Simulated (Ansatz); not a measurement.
# LiH: a single-point run

Aim: a sound single-point run of LiH. The structure is shown as the input types it.

Computed with Ansatz 0.2.0 (density functional or hybrid calculation with the settings of its input, plane waves (as first typed), unless a step's input says otherwise).

1 further run of the same task is left out (it didn't finish).

## (1) The starting structure

It takes space group Fm-3m (No. 225, cubic). The conventional cell has a = 4.006 Å, b = 4.006 Å, c = 4.006 Å, α = 90.00°, β = 90.00°, γ = 90.00°. Around Li (site symmetry m-3m) lie 6 H at 2.00 Å. Around H (site symmetry m-3m) lie 6 Li at 2.00 Å.

Coordinates:

```cif
data_structure
_symmetry_space_group_name_H-M 'Fm-3m'
_symmetry_Int_Tables_number 225
_cell_length_a 4.0060
_cell_length_b 4.0060
_cell_length_c 4.0060
_cell_angle_alpha 90.000
_cell_angle_beta 90.000
_cell_angle_gamma 90.000
_cell_volume 64.29
loop_
_atom_site_label
_atom_site_type_symbol
_atom_site_symmetry_multiplicity
_atom_site_Wyckoff_symbol
_atom_site_fract_x
_atom_site_fract_y
_atom_site_fract_z
_atom_site_occupancy
Li1 Li 4 a 0.00000 0.00000 0.00000 1
H1 H 4 b 0.50000 0.00000 0.00000 1
```

## (2) Running it

The input, input.yaml:

```yaml
crystal:
  lattice:
    - [0.0, 2.0029948335, 2.0029948335]
    - [2.0029948335, 0.0, 2.0029948335]
    - [2.0029948335, 2.0029948335, 0.0]
  atoms:
    - { symbol: Li, position: [0.0, 0.0, 0.0] }
    - { symbol: H, position: [0.5, 0.5, 0.5] }
kpoints:
  mp_grid: { grid: [8, 8, 8] }
hamiltonian:
  xc: r2scan
scf:
  occupations: { method: fixed }
  n_extra_bands: 4
  max_iter: 74
output:
  forces: true
  stress: true
  eigenvalues: true
basis:
  ecutwfc: 160
```

Run with:

```bash
$ ansatz run input.yaml --threads 4 --pin off --max-ram 3686MiB --backend cpu --events-out ev --progress --plain --runs-dir out
```

**Question.** How will this run end, and is anything wrong with its input?

This run ends as converged, with warnings (cutoff below recommended). Its log warns: «basis.ecutwfc = 160 eV is below the records' recommended 500 eV ...»

In the input, basis.ecutwfc is 160. The cutoff lies far under what these potentials need. The potentials' recommended cutoff is 500 eV.

The test: delete basis.ecutwfc (the default then holds).
